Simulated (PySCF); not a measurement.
**A gas-phase reaction: H3O2Sc + FH → FH2O2Sc + H2**

Wanted: the reaction energy for `[OH][ScH][OH]` + `F` → `[OH][Sc]([OH])[F]` + `[H][H]`.

Computed with PySCF 2.14.0; each step states its level. No surroundings beyond the atoms listed, unless a continuum is named. Atoms count from 0, parts from 1.

### Step 1. The system as given

Each species was relaxed by itself at PBE0-D3(BJ)/def2-SVPD.

### Step 2. Reaction energy: wB97M-D3(BJ)/def2-TZVPD

What the job is given:

```
{"job": {"kind": "react", "xc": "wB97M-D3(BJ)", "basis": "def2-TZVPD"}, "charge": 0, "multiplicity": 1}
-1 H3O2Sc charge 0 multiplicity 1
O      0.113910     1.492530    -0.823700
Sc     0.120250     0.103670     0.413480
O     -0.320420    -1.671600     0.080660
H      0.059400     2.083360    -1.570300
H      0.599720     0.526520     2.137440
H     -0.572850    -2.534480    -0.237580

-1 FH charge 0 multiplicity 1
F      0.459040    -0.021830     0.022180
H     -0.459040     0.021830    -0.022180

+1 FH2O2Sc charge 0 multiplicity 1
O      0.452350    -1.464110    -0.689030
Sc    -0.451340    -0.053360     0.124670
O      0.375920     1.584360     0.451190
F     -2.226690    -0.294050     0.634280
H      0.966290    -2.153720    -1.099670
H      0.883480     2.380880     0.578560

+1 H2 charge 0 multiplicity 1
H      0.380000     0.011620    -0.009570
H     -0.380000    -0.011620     0.009570
```

Method: wB97M-D3(BJ)/def2-TZVPD reaction energy of separated species, gas phase.

On the command line:

```console
$ OMP_NUM_THREADS=1 python cluster_run.py task.json out
```

One launch serves the whole session: the jobs run in the order shown.

The log of the run:

```text
species 1 (H3O2Sc)
coarse grid: 25216 points
cycle   1  E = -912.9667606256  dE = -1.422e-01  |g| = 1.092e+00  |ddm| = 2.257e+00
cycle   2  E = -912.9221607857  dE =  4.460e-02  |g| = 1.288e+00  |ddm| = 1.187e+00
cycle   3  E = -913.1996969126  dE = -2.775e-01  |g| = 1.460e-01  |ddm| = 5.446e-01
cycle   4  E = -913.2047561097  dE = -5.059e-03  |g| = 4.145e-02  |ddm| = 1.263e-01
cycle   5  E = -913.2055583958  dE = -8.023e-04  |g| = 9.211e-03  |ddm| = 7.611e-02
cycle   6  E = -913.2057207882  dE = -1.624e-04  |g| = 4.600e-03  |ddm| = 3.204e-02
cycle   7  E = -913.2057619053  dE = -4.112e-05  |g| = 1.755e-03  |ddm| = 1.477e-02
cycle   8  E = -913.2057690438  dE = -7.139e-06  |g| = 5.428e-04  |ddm| = 6.917e-03
final grid: 51576 points
cycle   9  E = -913.2057539242  dE = -4.742e-07  |g| = 2.984e-04  |ddm| = 1.902e-03
cycle  10  E = -913.2057540276  dE = -1.034e-07  |g| = 1.835e-04  |ddm| = 5.527e-04
cycle  11  E = -913.2057540577  dE = -3.007e-08  |g| = 1.165e-04  |ddm| = 2.187e-04
cycle  12  E = -913.2057540790  dE = -2.131e-08  |g| = 7.204e-05  |ddm| = 2.800e-04
cycle  13  E = -913.2057540837  dE = -4.756e-09  |g| = 1.268e-05  |ddm| = 1.594e-04
cycle  14  E = -913.2057540841  dE = -3.579e-10  |g| = 3.060e-06  |ddm| = 5.575e-05
converged SCF energy = -913.2057540841

species 2 (FH)
coarse grid: 7776 points
cycle   1  E = -100.4688196006  dE = -9.408e-02  |g| = 4.644e-01  |ddm| = 6.197e-01
cycle   2  E = -100.4725006880  dE = -3.681e-03  |g| = 5.038e-01  |ddm| = 3.808e-01
cycle   3  E = -100.5053144068  dE = -3.281e-02  |g| = 2.574e-02  |ddm| = 1.678e-01
cycle   4  E = -100.5053903847  dE = -7.598e-05  |g| = 5.006e-03  |ddm| = 1.077e-02
cycle   5  E = -100.5053950258  dE = -4.641e-06  |g| = 4.334e-04  |ddm| = 3.766e-03
final grid: 16976 points
cycle   6  E = -100.5053933573  dE = -6.401e-08  |g| = 1.053e-04  |ddm| = 8.211e-04
cycle   7  E = -100.5053933608  dE = -3.450e-09  |g| = 7.963e-05  |ddm| = 2.174e-04
cycle   8  E = -100.5053933616  dE = -8.304e-10  |g| = 2.079e-05  |ddm| = 3.727e-05
converged SCF energy = -100.5053933616

species 3 (FH2O2Sc)
coarse grid: 28048 points
cycle   1  E = -1012.3571178794  dE = -1.142e-01  |g| = 1.189e+00  |ddm| = 2.545e+00
cycle   2  E = -1012.2977626538  dE =  5.936e-02  |g| = 1.434e+00  |ddm| = 1.182e+00
cycle   3  E = -1012.6174080257  dE = -3.196e-01  |g| = 1.390e-01  |ddm| = 5.874e-01
cycle   4  E = -1012.6215248065  dE = -4.117e-03  |g| = 4.001e-02  |ddm| = 1.207e-01
cycle   5  E = -1012.6219105765  dE = -3.858e-04  |g| = 7.487e-03  |ddm| = 4.022e-02
cycle   6  E = -1012.6219263402  dE = -1.576e-05  |g| = 6.088e-03  |ddm| = 9.189e-03
cycle   7  E = -1012.6219334216  dE = -7.081e-06  |g| = 9.846e-04  |ddm| = 3.926e-03
final grid: 57808 points
cycle   8  E = -1012.6220091043  dE = -8.187e-07  |g| = 8.757e-04  |ddm| = 2.876e-03
cycle   9  E = -1012.6220091351  dE = -3.082e-08  |g| = 1.045e-03  |ddm| = 9.498e-04
cycle  10  E = -1012.6220092891  dE = -1.540e-07  |g| = 1.066e-04  |ddm| = 3.817e-04
cycle  11  E = -1012.6220092991  dE = -1.001e-08  |g| = 4.601e-05  |ddm| = 2.077e-04
cycle  12  E = -1012.6220093006  dE = -1.470e-09  |g| = 1.060e-05  |ddm| = 8.213e-05
cycle  13  E = -1012.6220093006  dE = -5.593e-11  |g| = 7.989e-06  |ddm| = 1.631e-05
converged SCF energy = -1012.6220093006

species 4 (H2)
coarse grid: 4944 points
cycle   1  E = -1.1694185279  dE = -2.751e-01  |g| = 9.864e-03  |ddm| = 4.504e-01
cycle   2  E = -1.1694527682  dE = -3.424e-05  |g| = 1.161e-03  |ddm| = 9.676e-03
cycle   3  E = -1.1694534504  dE = -6.822e-07  |g| = 1.815e-04  |ddm| = 1.918e-03
final grid: 10744 points
cycle   4  E = -1.1694521957  dE = -2.403e-08  |g| = 4.111e-05  |ddm| = 3.868e-04
cycle   5  E = -1.1694521969  dE = -1.268e-09  |g| = 9.622e-06  |ddm| = 9.169e-05
cycle   6  E = -1.1694521970  dE = -7.517e-11  |g| = 3.020e-07  |ddm| = 2.870e-05
converged SCF energy = -1.1694521970

Reaction energy = -50.438 kcal/mol
```

Wall time 20 s (1 thread of Arm Neoverse V1, shared host); peak memory 0.64 GiB.

Species by species (with the dispersion term, which the log's SCF energies lack):

```
 ν            species  energy (Eh)  HOMO (eV)
-1      [OH][ScH][OH]   -913.20890      -9.49
-1                  F   -100.50563     -14.54
+1  [OH][Sc]([OH])[F]  -1012.62525     -11.36
+1             [H][H]     -1.16967     -14.48
```

### Step 3. Reaction energy: PBE0-D3(BJ)/def2-TZVPD

Same as in step 2 but for these lines:

```diff
@@ -1,2 +1,2 @@
-{"job": {"kind": "react", "xc": "wB97M-D3(BJ)", "basis": "def2-TZVPD"}, "charge": 0, "multiplicity": 1}
+{"job": {"kind": "react", "xc": "PBE0", "basis": "def2-TZVPD", "disp": "d3bj"}, "charge": 0, "multiplicity": 1}
 -1 H3O2Sc charge 0 multiplicity 1
```

With the program's defaults for keys left out, this is: PBE0-D3(BJ)/def2-TZVPD reaction energy of separated species, gas phase.

The log of the run:

```text
species 1 (H3O2Sc)
coarse grid: 25216 points
cycle   1  E = -912.4351866979  dE =  4.439e-02  |g| = 1.266e+00  |ddm| = 2.551e+00
cycle   2  E = -912.1126964359  dE =  3.225e-01  |g| = 1.826e+00  |ddm| = 2.021e+00
cycle   3  E = -912.7561444760  dE = -6.434e-01  |g| = 3.460e-01  |ddm| = 1.104e+00
cycle   4  E = -912.7778271492  dE = -2.168e-02  |g| = 1.050e-01  |ddm| = 2.670e-01
cycle   5  E = -912.7801838189  dE = -2.357e-03  |g| = 1.163e-02  |ddm| = 6.889e-02
cycle   6  E = -912.7802158405  dE = -3.202e-05  |g| = 2.530e-03  |ddm| = 8.362e-03
cycle   7  E = -912.7802174199  dE = -1.579e-06  |g| = 5.508e-04  |ddm| = 3.568e-03
final grid: 51576 points
cycle   8  E = -912.7801579213  dE = -2.294e-07  |g| = 6.274e-04  |ddm| = 2.033e-03
cycle   9  E = -912.7801577666  dE =  1.547e-07  |g| = 1.125e-03  |ddm| = 9.466e-04
cycle  10  E = -912.7801580030  dE = -2.364e-07  |g| = 1.326e-04  |ddm| = 5.395e-04
cycle  11  E = -912.7801580062  dE = -3.258e-09  |g| = 8.917e-06  |ddm| = 7.057e-05
cycle  12  E = -912.7801580063  dE = -1.144e-10  |g| = 8.550e-06  |ddm| = 3.235e-05
converged SCF energy = -912.7801580063

species 2 (FH)
coarse grid: 1712 points
cycle   1  E = -100.3540997857  dE = -3.605e-02  |g| = 4.957e-01  |ddm| = 6.253e-01
cycle   2  E = -100.3145818796  dE =  3.952e-02  |g| = 7.430e-01  |ddm| = 5.125e-01
cycle   3  E = -100.3938225765  dE = -7.924e-02  |g| = 2.284e-02  |ddm| = 2.892e-01
cycle   4  E = -100.3938981383  dE = -7.556e-05  |g| = 4.205e-03  |ddm| = 9.787e-03
cycle   5  E = -100.3939001220  dE = -1.984e-06  |g| = 3.555e-04  |ddm| = 1.247e-03
final grid: 16976 points
cycle   6  E = -100.3948395443  dE = -1.854e-05  |g| = 3.990e-03  |ddm| = 7.488e-03
cycle   7  E = -100.3948376274  dE =  1.917e-06  |g| = 5.487e-03  |ddm| = 3.347e-03
cycle   8  E = -100.3948416993  dE = -4.072e-06  |g| = 9.947e-05  |ddm| = 2.009e-03
cycle   9  E = -100.3948417006  dE = -1.283e-09  |g| = 1.780e-05  |ddm| = 3.930e-05
cycle  10  E = -100.3948417006  dE = -4.813e-11  |g| = 3.054e-06  |ddm| = 1.026e-05
converged SCF energy = -100.3948417006

species 3 (FH2O2Sc)
coarse grid: 28048 points
cycle   1  E = -1011.7990517807  dE =  1.418e-02  |g| = 1.222e+00  |ddm| = 2.647e+00
cycle   2  E = -1011.5466888213  dE =  2.524e-01  |g| = 1.733e+00  |ddm| = 1.567e+00
cycle   3  E = -1012.0686538178  dE = -5.220e-01  |g| = 3.108e-01  |ddm| = 8.994e-01
cycle   4  E = -1012.0873441844  dE = -1.869e-02  |g| = 5.477e-02  |ddm| = 1.985e-01
cycle   5  E = -1012.0880170252  dE = -6.728e-04  |g| = 5.351e-03  |ddm| = 3.701e-02
cycle   6  E = -1012.0880194396  dE = -2.414e-06  |g| = 5.218e-03  |ddm| = 4.984e-03
cycle   7  E = -1012.0880235889  dE = -4.149e-06  |g| = 8.658e-04  |ddm| = 2.341e-03
final grid: 57808 points
cycle   8  E = -1012.0880776229  dE = -2.142e-07  |g| = 1.387e-03  |ddm| = 2.101e-03
cycle   9  E = -1012.0880768356  dE =  7.873e-07  |g| = 2.558e-03  |ddm| = 1.602e-03
cycle  10  E = -1012.0880779387  dE = -1.103e-06  |g| = 1.173e-04  |ddm| = 1.066e-03
cycle  11  E = -1012.0880779409  dE = -2.112e-09  |g| = 3.465e-05  |ddm| = 6.535e-05
cycle  12  E = -1012.0880779410  dE = -1.705e-10  |g| = 1.225e-05  |ddm| = 1.923e-05
converged SCF energy = -1012.0880779410

species 4 (H2)
coarse grid: 1240 points
cycle   1  E = -1.1670624859  dE = -2.327e-01  |g| = 2.266e-02  |ddm| = 4.588e-01
cycle   2  E = -1.1672499425  dE = -1.875e-04  |g| = 3.233e-03  |ddm| = 1.897e-02
cycle   3  E = -1.1672543990  dE = -4.456e-06  |g| = 9.769e-05  |ddm| = 2.761e-03
final grid: 10744 points
cycle   4  E = -1.1681372524  dE = -1.926e-06  |g| = 2.737e-04  |ddm| = 1.567e-03
cycle   5  E = -1.1681372806  dE = -2.823e-08  |g| = 3.986e-05  |ddm| = 2.445e-04
cycle   6  E = -1.1681372812  dE = -6.307e-10  |g| = 1.256e-06  |ddm| = 3.099e-05
converged SCF energy = -1.1681372812

Reaction energy = -51.027 kcal/mol
```

Run time: 9.2 s. Hardware: 1 thread of Arm Neoverse V1, shared host; peak memory 0.61 GiB.

Reaction energy at this level: -51.03 kcal/mol.

### Step 4. Reaction energy: MP2/def2-TZVPD

Same as in step 3 but for these lines:

```diff
@@ -1,2 +1,2 @@
-{"job": {"kind": "react", "xc": "PBE0", "basis": "def2-TZVPD", "disp": "d3bj"}, "charge": 0, "multiplicity": 1}
+{"job": {"kind": "react", "xc": "MP2", "basis": "def2-TZVPD"}, "charge": 0, "multiplicity": 1}
 -1 H3O2Sc charge 0 multiplicity 1
```

With the program's defaults for keys left out, this is: MP2/def2-TZVPD reaction energy of separated species, gas phase.

The log of the run:

```text
species 1 (H3O2Sc)
final grid: 51576 points
cycle   1  E = -911.2668537262  dE = -2.631e-01  |g| = 8.671e-01  |ddm| = 2.177e+00
cycle   2  E = -911.3599511210  dE = -9.310e-02  |g| = 6.179e-01  |ddm| = 7.756e-01
cycle   3  E = -911.4235743834  dE = -6.362e-02  |g| = 5.758e-02  |ddm| = 2.743e-01
cycle   4  E = -911.4254280181  dE = -1.854e-03  |g| = 2.300e-02  |ddm| = 9.223e-02
cycle   5  E = -911.4258683161  dE = -4.403e-04  |g| = 6.834e-03  |ddm| = 5.424e-02
cycle   6  E = -911.4259447861  dE = -7.647e-05  |g| = 2.396e-03  |ddm| = 2.221e-02
cycle   7  E = -911.4259538383  dE = -9.052e-06  |g| = 5.280e-04  |ddm| = 7.393e-03
cycle   8  E = -911.4259541859  dE = -3.476e-07  |g| = 1.235e-04  |ddm| = 1.445e-03
cycle   9  E = -911.4259541974  dE = -1.151e-08  |g| = 3.252e-05  |ddm| = 2.498e-04
cycle  10  E = -911.4259541981  dE = -7.103e-10  |g| = 9.652e-06  |ddm| = 5.951e-05
converged SCF energy = -911.4259541981

species 2 (FH)
final grid: 16976 points
cycle   1  E = -100.0371201234  dE = -1.649e-01  |g| = 4.007e-01  |ddm| = 6.032e-01
cycle   2  E = -100.0578877833  dE = -2.077e-02  |g| = 2.336e-01  |ddm| = 2.533e-01
cycle   3  E = -100.0646341471  dE = -6.746e-03  |g| = 2.356e-02  |ddm| = 8.091e-02
cycle   4  E = -100.0647515752  dE = -1.174e-04  |g| = 6.199e-03  |ddm| = 1.253e-02
cycle   5  E = -100.0647672869  dE = -1.571e-05  |g| = 1.459e-03  |ddm| = 5.121e-03
cycle   6  E = -100.0647685599  dE = -1.273e-06  |g| = 2.290e-04  |ddm| = 1.848e-03
cycle   7  E = -100.0647685943  dE = -3.438e-08  |g| = 1.958e-05  |ddm| = 4.211e-04
cycle   8  E = -100.0647685945  dE = -1.852e-10  |g| = 2.360e-06  |ddm| = 2.495e-05
converged SCF energy = -100.0647685945

species 3 (FH2O2Sc)
final grid: 57808 points
cycle   1  E = -1010.2593240122  dE = -2.817e-01  |g| = 9.731e-01  |ddm| = 2.494e+00
cycle   2  E = -1010.3607862274  dE = -1.015e-01  |g| = 6.995e-01  |ddm| = 7.901e-01
cycle   3  E = -1010.4342759151  dE = -7.349e-02  |g| = 4.804e-02  |ddm| = 2.863e-01
cycle   4  E = -1010.4351022038  dE = -8.263e-04  |g| = 1.777e-02  |ddm| = 5.293e-02
cycle   5  E = -1010.4352138252  dE = -1.116e-04  |g| = 3.553e-03  |ddm| = 2.169e-02
cycle   6  E = -1010.4352210326  dE = -7.207e-06  |g| = 1.655e-03  |ddm| = 5.806e-03
cycle   7  E = -1010.4352218946  dE = -8.621e-07  |g| = 5.531e-04  |ddm| = 1.321e-03
cycle   8  E = -1010.4352220667  dE = -1.721e-07  |g| = 1.549e-04  |ddm| = 6.219e-04
cycle   9  E = -1010.4352220888  dE = -2.210e-08  |g| = 3.782e-05  |ddm| = 2.457e-04
cycle  10  E = -1010.4352220900  dE = -1.181e-09  |g| = 9.561e-06  |ddm| = 6.137e-05
cycle  11  E = -1010.4352220901  dE = -6.048e-11  |g| = 3.223e-06  |ddm| = 1.342e-05
converged SCF energy = -1010.4352220901

species 4 (H2)
final grid: 10744 points
cycle   1  E = -1.1312982971  dE = -3.213e-01  |g| = 4.426e-02  |ddm| = 4.479e-01
cycle   2  E = -1.1322330875  dE = -9.348e-04  |g| = 7.183e-03  |ddm| = 3.751e-02
cycle   3  E = -1.1322677877  dE = -3.470e-05  |g| = 8.111e-04  |ddm| = 1.078e-02
cycle   4  E = -1.1322682027  dE = -4.150e-07  |g| = 2.771e-05  |ddm| = 1.627e-03
cycle   5  E = -1.1322682031  dE = -4.854e-10  |g| = 2.610e-06  |ddm| = 6.834e-05
converged SCF energy = -1.1322682031

Reaction energy = -55.042 kcal/mol
```

Wall time 4.9 s (1 thread of Arm Neoverse V1, shared host); peak memory 0.48 GiB.

Reaction energy at this level: -55.04 kcal/mol.

### Step 5. Side by side

Energies in kcal/mol, with wall time:

```
                    run  reaction   time
wB97M-D3(BJ)/def2-TZVPD    -50.44   20 s
 PBE0-D3(BJ)/def2-TZVPD    -51.03  9.2 s
         MP2/def2-TZVPD    -55.04  4.9 s
```

### Step 6. Outcome

```
                                                quantity                      value
               reaction energy (wB97M-D3(BJ)/def2-TZVPD)            -50.44 kcal/mol
                     ΔH, ΔG at 298 K (xTB thermal terms)      -51.7, -50.9 kcal/mol
range of the reaction energy over the runs of this table  -55.04 to -50.44 kcal/mol
```

The reaction is exothermic by 51.7 kcal/mol in the gas phase; dispersion gives -0.04, and xTB itself gave -15.12 for the electronic energy (xTB energies and thermal terms come from the earlier relaxation of each species, not shown). No barrier was sought. xTB and this level differ widely in the electronic energy, so what comes from xTB (the thermal terms above all) is less safe here. The reaction energy runs from -55.04 (MP2/def2-TZVPD) to -50.44 kcal/mol (wB97M-D3(BJ)/def2-TZVPD).
